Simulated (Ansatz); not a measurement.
# Ga2H2 (singlet): the correlation ladder, cc-pVDZ

Aim: climb from Hartree-Fock through coupled cluster for Ga2H2 (singlet) at one geometry and basis, and see what each rung misses.

Computed with Ansatz 0.2.0, Gaussian basis. Level: cc-pVDZ, core rule «outside noble gas», up to 28 orbitals frozen.

To be run: UHF; CCSD(T) on RHF; CCSD(T) on UHF; BCCD(T) on RHF; CISD; CCSDT(Q) on RHF; CCSDT(Q) on UHF; CCSDTQ on RHF; CCSDTQ on UHF.

14 further runs of the same task are left out: 8 for a known fault of the program, 6 set aside as unsound or not needed.

## (1) The system

The geometry is a PBE0/def2-TZVP stationary point (not a proven minimum) of the parent state, kept for this charge and spin. No spin-orbit coupling is included. The filled d shell of Ga may be among the frozen orbitals whatever the setting's name suggests; the logs give the count.

4 atoms, charge 0, spin multiplicity 1.

Atoms are counted from 1 here; the program's logs count them from 0.

Bond lengths: Ga1–Ga2 2.482 Å, Ga1–H3 1.564 Å, Ga1–H4 1.564 Å. Angles: Ga2–Ga1–H3 114.7°, Ga2–Ga1–H4 114.7°, H3–Ga1–H4 130.7°.

## (2) UHF

Input file in.yaml:

```yaml
crystal:
  periodic: [false, false, false]
  atoms:
    - {symbol: Ga, position_ang: [0.000000, 0.000000, -1.214166]}
    - {symbol: Ga, position_ang: [0.000000, 0.000000, 1.268134]}
    - {symbol: H, position_ang: [0.000000, 1.421600, -1.866566]}
    - {symbol: H, position_ang: [0.000000, -1.421600, -1.866566]}
basis:
  gaussian: {orbitals: cc-pVDZ}
magnetization: {spin_polarized: true, initial_magnetization: 0}
hamiltonian: {xc: hf}
output: {orbitals: {seedname: orbitals}}
```

On the command line:

```console
$ ansatz run in.yaml --threads 1 --pin off --events-out ev --progress --plain --max-ram 4096MiB --backend cpu
```

The runs that follow: CCSD(T) on RHF; CCSD(T) on UHF; BCCD(T) on RHF; CISD; CCSDT(Q) on RHF; CCSDT(Q) on UHF; CCSDTQ on RHF; CCSDTQ on UHF.

Before running them: what should the planned runs give, taken together? Wanted: RCCSDTQ below the RHF energy; RMP2 from RCCSDTQ; UMP2 from RCCSDTQ; RCCSD from RCCSDTQ; RCCSD(T) from RCCSDTQ; UCCSD(T) from RCCSDTQ; RCCSDT(Q) from RCCSDTQ; UCCSDT(Q) from RCCSDTQ; T1 diagnostic.

As calculated:

```
                         quantity                                                             value
     RCCSDTQ below the RHF energy                                                        -3.9346 eV
                RMP2 from RCCSDTQ                                                   +24.75 kcal/mol
                UMP2 from RCCSDTQ                                                   +25.39 kcal/mol
               RCCSD from RCCSDTQ                                                    +2.52 kcal/mol
            RCCSD(T) from RCCSDTQ                                                    +0.67 kcal/mol
            UCCSD(T) from RCCSDTQ                                                    +1.04 kcal/mol
           RCCSDT(Q) from RCCSDTQ                                                    +0.03 kcal/mol
           UCCSDT(Q) from RCCSDTQ                                                    +0.19 kcal/mol
levels within 1 kcal/mol (43 meV)  RCCSD(T), BCCD(T), RCCSDT, UCCSDT, RCCSDT(Q), UCCSDT(Q), UCCSDTQ
                    T1 diagnostic                                                             0.014
```

What this shows: RCCSD(T) lands +0.67 kcal/mol from the yardstick (0.7 % of the correlation energy). These misses are within one basis, not against nature.
